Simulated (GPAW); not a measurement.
# MgB in GPAW: convergence with basis set

Input of the first run (basis set lcao:sz(dzp)); the others differ in this setting and in those tied to it:

run.py

```python
from ase import Atoms
from ase.dft.bandgap import bandgap
from ase.io import write
from gpaw import GPAW

atoms = Atoms(['Mg', 'B'],
              cell=[[2.89515, 0.0, 0.0],
                    [0.0, 2.89515, 0.0],
                    [0.0, 0.0, 2.89515]],
              scaled_positions=[[0.0, 0.0, 0.0],
                                [0.5, 0.5, 0.5]],
              pbc=True)

calc = GPAW(mode='lcao',
            h=0.16,
            basis='sz(dzp)',
            xc='PBE',
            kpts={'size': (9, 9, 9), 'gamma': True},
            occupations={'name': 'fermi-dirac', 'width': 0.05},
            convergence={'density': 1e-05, 'energy': 1e-05},
            maxiter=100,
            txt='gpaw.txt')
atoms.calc = calc
energy = atoms.get_potential_energy()
forces = atoms.get_forces()
calc.write('gs.gpw')
write('result.traj', atoms)
print(f'Energy: {energy:.6f} eV')
print('Forces (eV/A):')
print(forces.round(4))
print('Fermi level:', round(calc.get_fermi_level(), 4), 'eV')
print(f'Gap: {bandgap(calc)[0]:.4f} eV, direct: {bandgap(calc, direct=True)[0]:.4f} eV')
```

Potentials or basis: GPAW PAW data sets (gpaw-data 1.2.1), lcao:sz(dzp).

Launch:

```console
$ OMP_NUM_THREADS=1 python run.py
```

The cell was built by a generator and needn't be a form met in nature.

Hardware: 1 thread of Arm Neoverse V1 (shared host).

```tsv
basis set	energy less the tightest run, at zero smearing (meV/atom)	SCF cycles	CPU time (s)	peak memory (GiB)
lcao:sz(dzp)	468.55	8	190	0.18
lcao:szp(dzp)	394.19	7	360	0.2
lcao:dz(dzp)	207.63	8	280	0.2
lcao:dzp	182.06	8	520	0.23
fd	-2.72	12	37	0.25
pw	0.00	8	9.1	0.14
```

Not settled before the last step: the energy (to 1 meV/atom). The tightest run that finished is the yardstick and may itself not be fully converged.
